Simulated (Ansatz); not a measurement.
# C6H5F (fluorobenzene) at PBE/6-31G(d) (spherical functions)

What is the electronic atomisation energy of C6H5F (fluorobenzene) at PBE/6-31G* (spherical functions)? 

Program for the calculation: Ansatz 0.2.0.

38 further runs of the same task are left out: 38 set aside as unsound or not needed. Runs told in other sessions of the task aren't counted.

### Step 1. Starting point

C6H5F has 12 atoms, charge 0, and is taken as a singlet. As SMILES, `Fc1ccccc1`. Geometry: relaxed at PBE0-D4/def2-TZVP.

Bond lengths: F1–C2 1.340 Å, C2–C3 1.381 Å, C3–C4 1.387 Å, C4–C5 1.387 Å, C5–C6 1.387 Å, C2–C7 1.381 Å, C6–C7 1.387 Å, C3–H8 1.083 Å, C4–H9 1.084 Å, C5–H10 1.083 Å, C6–H11 1.084 Å, C7–H12 1.083 Å. Some angles: F1–C2–C3 118.9°, F1–C2–C7 118.9°, C3–C2–C7 122.3°, C2–C3–C4 118.5°, C3–C4–C5 120.5°, C4–C5–C6 119.8°, C5–C6–C7 120.5°, C2–C7–C6 118.5°, C2–C3–H8 119.6°, C4–C3–H8 121.9°.

### Step 2. A single-point energy at PBE/6-31G(d) (spherical functions)

File job.yaml:

```yaml
crystal:
  periodic: [false, false, false]
  atoms:
    - {symbol: F, position_ang: [0.373400, -2.651880, -0.049000]}
    - {symbol: C, position_ang: [0.186660, -1.325620, -0.024490]}
    - {symbol: C, position_ang: [-0.745470, -0.799820, 0.848530]}
    - {symbol: C, position_ang: [-0.932320, 0.574350, 0.867240]}
    - {symbol: C, position_ang: [-0.196600, 1.396240, 0.025800]}
    - {symbol: C, position_ang: [0.733120, 0.840420, -0.841100]}
    - {symbol: C, position_ang: [0.932970, -0.531670, -0.873120]}
    - {symbol: H, position_ang: [-1.307140, -1.462390, 1.495210]}
    - {symbol: H, position_ang: [-1.659890, 1.003340, 1.546360]}
    - {symbol: H, position_ang: [-0.347620, 2.468730, 0.045610]}
    - {symbol: H, position_ang: [1.310500, 1.477900, -1.500520]}
    - {symbol: H, position_ang: [1.652380, -0.989580, -1.540520]}
basis:
  gaussian: {orbitals: 6-31G_st_-spherical.json}
magnetization: {spin_polarized: false}
hamiltonian: {xc: pbe}
accuracy: high
output: {orbitals: {seedname: orbitals}}
```

The basis set 6-31G* is read from a file made from the Basis Set Exchange's data (not shown).

The run is started by

```console
$ ansatz run job.yaml --threads 1 --pin off --max-ram 3480MiB --events-out events.jsonl --progress --plain --runs-dir runs
```

What it wrote:

```text
Warning: RAYON_NUM_THREADS=1 ignored (pool sized by the plan → 1); use --threads N
Functional definition: PBE
  name "PBE"
  parameter kappa = 0.804
  parameter beta = 0.06672455060314922
  exchange = pbe_x(kappa = kappa, mu = beta*pi^2/3)
  correlation = pbe_c(beta = beta)
2657 factors; integrals over basis functions are off by at most 3.4e-9 eV
mean field evaluation 1: about -9000.3946 eV, gradient 5.7e1 eV
mean field evaluation 2: about -8991.9785 eV, gradient 8.1e1 eV
mean field evaluation 4: about -9008.9730 eV, gradient 6.9e0 eV
mean field evaluation 8: about -9009.0816 eV, gradient 1.7e-1 eV
mean field evaluation 16: about -9009.0816 eV, gradient 2.0e-5 eV
mean field -9009.08163202 eV, -331.0776434020 hartree, gradient 2.9e-8 eV, S^2 0.000000; 0 other end points of the search recorded, 0 dependent functions left out
reference -9009.08163433 eV, -331.0776434866 hartree; 25, 25 occupied and 83, 83 virtual orbitals, 2657 factors
Total energy: -9009.08163433 eV, -331.0776434866 hartree
```

It took 6 s on 1 thread of Intel Xeon 6975P-C (Granite Rapids), shared host; peak memory 0.36 GiB.

### Step 3. The C atom, same level

File job.yaml:

```yaml
crystal:
  periodic: [false, false, false]
  atoms:
    - {symbol: C, position_ang: [0.000000, 0.000000, 0.000000]}
basis:
  gaussian: {orbitals: 6-31G_st_-spherical.json}
magnetization: {spin_polarized: true, initial_magnetization: 2}
hamiltonian: {xc: {name: PBE}}
accuracy: high
```

The basis set 6-31G* is read from a file made from the Basis Set Exchange's data (not shown).

Run the same way, it converges to -37.78132 Eh (log not shown).

### Step 4. The F atom at the same level

File run.yaml:

```yaml
basis:
  gaussian:
    orbitals: 6-31G_st_-spherical.json
crystal:
  periodic: [false, false, false]
  atoms:
    - symbol: F
      position_ang: [0.000000, 0.000000, 0.000000]
accuracy: high
magnetization:
  spin_polarized: true
  initial_magnetization: 1
hamiltonian:
  xc: {name: PBE}
```

The basis set 6-31G* is read from a file made from the Basis Set Exchange's data (not shown).

Run the same way, it converges to -99.61260 Eh (log not shown).

### Step 5. The H atom

File job.yaml:

```yaml
crystal:
  periodic: [false, false, false]
  atoms:
    - symbol: H
      position_ang: [0.000000, 0.000000, 0.000000]
basis:
  gaussian:
    orbitals: "6-31G*"
hamiltonian:
  xc: {name: PBE}
magnetization:
  spin_polarized: true
  initial_magnetization: 1
accuracy: high
```

The run is started by

```console
$ ansatz run job.yaml --threads 1 --pin off --max-ram 3480MiB --events-out events.jsonl --progress --plain --runs-dir runs
```

What it wrote:

```text
Warning: RAYON_NUM_THREADS=1 ignored (pool sized by the plan → 1); use --threads N
Functional definition: PBE
  name "PBE"
  parameter kappa = 0.804
  parameter beta = 0.06672455060314922
  exchange = pbe_x(kappa = kappa, mu = beta*pi^2/3)
  correlation = pbe_c(beta = beta)
3 factors; integrals over basis functions are off by at most 5.4e-10 eV
mean field evaluation 1: about -13.5364 eV, gradient 1.8e-1 eV
mean field evaluation 2: about -13.5355 eV, gradient 2.0e-1 eV
mean field evaluation 4: about -13.5358 eV, gradient 1.1e-6 eV
mean field evaluation 8: about -13.5358 eV, gradient 8.6e-10 eV
mean field -13.53580263 eV, -0.4974315718 hartree, gradient 4.3e-9 eV, S^2 0.750000; 0 other end points of the search recorded, 0 dependent functions left out
reference -13.53580425 eV, -0.4974316312 hartree; 1, 0 occupied and 1, 2 virtual orbitals, 3 factors
Total energy: -13.53580425 eV, -0.4974316312 hartree
```

It took 0.06 s on 1 thread of Intel Xeon 6975P-C (Granite Rapids), shared host.

### Step 6. Results

At PBE/6-31G* (spherical functions):

| quantity | value |
| --- | --- |
| molecule: total energy | -331.07764 Eh |
| molecule: HOMO energy | -5.76 eV |
| molecule: LUMO energy | -0.91 eV |
| molecule: HOMO–LUMO gap | 4.85 eV |
| C atom: total energy | -37.78132 Eh |
| C atom: ⟨S²⟩ | 2.001 |
| F atom: total energy | -99.61260 Eh |
| F atom: ⟨S²⟩ | 0.751 |
| H atom: total energy | -0.49743 Eh |
| H atom: ⟨S²⟩ | 0.750 |
| electronic atomisation energy | 62.313 eV |

In words: Taking the molecule apart into free atoms costs 62.31 eV (1437 kcal/mol), before zero-point energy and without spin-orbit coupling.
